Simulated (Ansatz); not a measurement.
This was printed by a script on Ansatz 0.2.0, Python API, for a geometry optimisation of CCl₂FNSi, SMILES N#C[Si](F)(Cl)Cl. What did the script look like? Level of theory: r2SCAN, def2-SVP basis, multiplicity 1.

```xyz
6

N     1.8476   -1.4516    1.1667
C     0.9550   -0.8074    0.6203
Si   -0.4241    0.1689   -0.2505
F    -1.4695   -0.7953   -0.7865
Cl    0.3601    1.2535   -1.8185
Cl   -1.2270    1.5678    1.0223
```

```console
$ python opt_ccl2fnsi.py
reference energy    -38151.482469 eV
total energy        -38151.482469 eV
occupied orbitals outside the frozen core (up, down): [35, 35]  frozen: 0  virtual: [61, 61]
pair        before    after (A)
N0-C1        1.2289   1.1642
C1-Si2       1.9009   1.8354
Si2-F3       1.5198   1.6031
Si2-Cl4      2.0615   2.0261
Si2-Cl5      2.0547   2.0260
  atom  mulliken  lowdin
0    N    -0.022   0.154
1    C    -0.262  -0.350
2   Si     0.959  -0.158
3    F    -0.289   0.027
4   Cl    -0.193   0.163
5   Cl    -0.193   0.163
dipole (e A): [-0.2295  0.314  -0.1615]
```

One script that gives this output:

`opt_ccl2fnsi.py`
```python
"""Relax the CCl2FNSi molecule."""

import itertools

import ansatz as az
from ase.data import atomic_numbers, covalent_radii
import numpy as np
import pandas as pd


def main() -> None:
    system = (
        az.Crystal.molecule()
        .atom("N", (1.8476, -1.4516, 1.1667))
        .atom("C", (0.955, -0.8074, 0.6203))
        .atom("Si", (-0.4241, 0.1689, -0.2505))
        .atom("F", (-1.4695, -0.7953, -0.7865))
        .atom("Cl", (0.3601, 1.2535, -1.8185))
        .atom("Cl", (-1.227, 1.5678, 1.0223))
    )

    calculation = system.calculation()
    calculation = calculation.basis(gaussian="def2-SVP")
    calculation = calculation.functional("r2scan")
    symbols = [site.symbol for site in system.cartesian_sites]
    start = np.array([site.position_ang for site in system.cartesian_sites], dtype=float)
    report = calculation.relax(force_tolerance=0.005).run(threads=1, pin="off").report
    end = np.array(report["positions_ang"])

    print("reference energy %16.6f eV" % report["reference_energy_ev"])
    print("total energy     %16.6f eV" % report["free_energy_ev"])
    print("occupied orbitals outside the frozen core (up, down):", report["n_occupied"], " frozen:", report["n_frozen"], " virtual:", report["n_virtual"])

    # pairs closer than 1.2 times the sum of covalent radii, before or after
    radius = [covalent_radii[atomic_numbers[s]] for s in symbols]
    span = lambda where, i, j: np.linalg.norm(where[i] - where[j])
    bonded = [(i, j) for i, j in itertools.combinations(range(len(symbols)), 2) if min(span(start, i, j), span(end, i, j)) < 1.2 * (radius[i] + radius[j])]
    print("pair        before    after (A)")
    for i, j in bonded:
        print(f"{symbols[i]}{i}-{symbols[j]}{j}".ljust(10), f"{span(start, i, j):8.4f} {span(end, i, j):8.4f}")

    charges = report["charge_distribution"]
    table = pd.DataFrame({"atom": symbols, "mulliken": charges["mulliken_charges_e"], "lowdin": charges["lowdin_charges_e"]})
    print(table.round(3).to_string())
    print("dipole (e A):", np.round(charges["dipole_moment_e_ang"], 4) + 0.0)
    with open("ccl2fnsi_opt.xyz", "w") as handle:
        handle.write(f"{len(symbols)}\nrelaxed CCl2FNSi\n")
        handle.writelines(f"{s:2s} {x:11.6f} {y:11.6f} {z:11.6f}\n" for s, (x, y, z) in zip(symbols, end))


if __name__ == "__main__":
    main()
```

Notes:
- Total energies depend on the basis set; only differences at equal settings carry meaning.
- The end point is the stationary point reached from this start; no frequency run checks that it is a minimum, and the basis set is modest.
- The Löwdin charges here are taken after orthogonalising the functions within each atom; they differ from plain Löwdin charges, and their signs can be unphysical.
- Finished in 37 s on 1 thread of AMD EPYC 7B13 (Zen 3), on a shared host, peak memory 0.29 GiB.
